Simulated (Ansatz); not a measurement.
# Te3MoF: the cost of one run

Computed with Ansatz 0.2.0 (DFT PBE, scalar-relativistic, plane waves, PAW, unless a step's input says otherwise).

### 1 The structure to begin with

Symmetry: P4/mmm, No. 123, tetragonal system. Conventional cell: a = 5.938 Å, b = 5.938 Å, c = 4.331 Å, α = 90.00°, β = 90.00°, γ = 90.00°. Te (site symmetry mmm) is surrounded by 2 Te at 2.97 Å and 2 Mo at 2.97 Å. Te (site symmetry 4/mmm) has 4 Te at 2.97 Å as nearest neighbours. Around Mo (site symmetry 4/mmm) lie 2 F at 2.17 Å and 4 Te at 2.97 Å. F (site symmetry 4/mmm) is surrounded by 2 Mo at 2.17 Å.

Coordinates:

```cif
data_structure
_symmetry_space_group_name_H-M 'P 1'
_symmetry_Int_Tables_number 1
_cell_length_a 5.9382
_cell_length_b 5.9382
_cell_length_c 4.3307
_cell_angle_alpha 90.000
_cell_angle_beta 90.000
_cell_angle_gamma 90.000
_cell_volume 152.71
loop_
_atom_site_label
_atom_site_type_symbol
_atom_site_fract_x
_atom_site_fract_y
_atom_site_fract_z
_atom_site_occupancy
Te1 Te 0.50000 0.00000 0.00000 1
Te2 Te 0.00000 0.50000 0.00000 1
Te3 Te 0.00000 0.00000 0.00000 1
Mo1 Mo 0.50000 0.50000 0.00000 1
F1 F 0.50000 0.50000 0.50000 1
```

A structure generator made this guess: random cell by space group and Wyckoff sites (P4/mmm, No. 123). Its size is a rough estimate.

### 2 The guess as it stands, on a coarse mesh

The input, input.yaml:

```yaml
crystal:
  lattice:
    - [5.93818196, 0.0, 0.0]
    - [0.0, 5.93818196, 0.0]
    - [0.0, 0.0, 4.33072438]
  atoms:
    - { symbol: Te, position: [0.5, 0.0, 0.0] }
    - { symbol: Te, position: [0.0, 0.5, 0.0] }
    - { symbol: Te, position: [0.0, 0.0, 0.0] }
    - { symbol: Mo, position: [0.5, 0.5, 0.0], spin: 1.0 }
    - { symbol: F, position: [0.5, 0.5, 0.5] }
basis:
  ecutwfc: 420
kpoints:
  mp_grid: { grid: [4, 4, 4] }
hamiltonian:
  xc: pbe
scf:
  occupations: { method: gaussian, width: 0.1 }
  lower_state_search: "off"
output:
  forces: true
  stress: true
  eigenvalues: true
  populations: true
magnetization:
  spin_polarized: true
```

The run is started by

```console
$ ansatz run input.yaml --threads 1 --pin off --max-ram 2560MiB --backend cpu --events-out ev --progress --plain --runs-dir out
```

**Question.** How long does this run take on 1 thread of Arm Neoverse V2, shared host, and how much memory does it need?

About 30 s, with a peak of 0.5 GiB.
